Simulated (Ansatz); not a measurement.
# Cd2H: the cost of one run

Program: Ansatz 0.2.0. Level of theory: DFT PBE, scalar-relativistic, plane waves, PAW. These are calculated values, not measurements.

**1. The structure to begin with**

The structure is cubic, space group Fd-3m (No. 227). Conventional cell: a = 7.571 Å, b = 7.571 Å, c = 7.571 Å, α = 90.00°, β = 90.00°, γ = 90.00°. Cd (site symmetry -3m) is surrounded by 6 Cd at 2.68 Å and 6 H at 3.14 Å. Around H (site symmetry -43m) lie 12 Cd at 3.14 Å.

Coordinates:

```xyz
6
Lattice="0.0000 3.7857 3.7857 3.7857 0.0000 3.7857 3.7857 3.7857 0.0000" Properties=species:S:1:pos:R:3 pbc="T T T"
Cd    4.7322    4.7322    4.7322
Cd    4.7322    2.8393    2.8393
Cd    2.8393    2.8393    4.7322
Cd    2.8393    4.7322    2.8393
H     0.0000    0.0000    0.0000
H     1.8929    1.8929    1.8929
```

(A quick probe on a coarse mesh, which set the mesh and smearing, is not shown.)

**3. Rough relaxation on the coarse mesh**

File input.yaml:

```yaml
crystal:
  lattice:
    - [0.0, 3.7857268619, 3.7857268619]
    - [3.7857268619, 0.0, 3.7857268619]
    - [3.7857268619, 3.7857268619, 0.0]
  atoms:
    - { symbol: Cd, position: [0.625, 0.625, 0.625] }
    - { symbol: Cd, position: [0.125, 0.625, 0.625] }
    - { symbol: Cd, position: [0.625, 0.625, 0.125] }
    - { symbol: Cd, position: [0.625, 0.125, 0.625] }
    - { symbol: H, position: [0.0, 0.0, 0.0] }
    - { symbol: H, position: [0.25, 0.25, 0.25] }
basis:
  ecutwfc: 420
kpoints:
  mp_grid: { grid: [4, 4, 4] }
hamiltonian:
  xc: pbe
scf:
  occupations: { method: gaussian, width: 0.1 }
  lower_state_search: "off"
output:
  forces: true
  stress: true
  eigenvalues: true
relax:
  adjacent_minimum: "off"
  f_tol: 0.04
  max_steps: 70
  cell: { stress_tol: 0.4 }
```

Launch:

```sh
$ ansatz run input.yaml --threads 1 --pin off --max-ram 2560MiB --backend cpu --events-out ev --progress --plain --runs-dir out
```

**Question.** How long does this run take on 1 thread of Arm Neoverse V2, shared host, and how much memory does it need?

About 11 s, with a peak of 0.37 GiB.
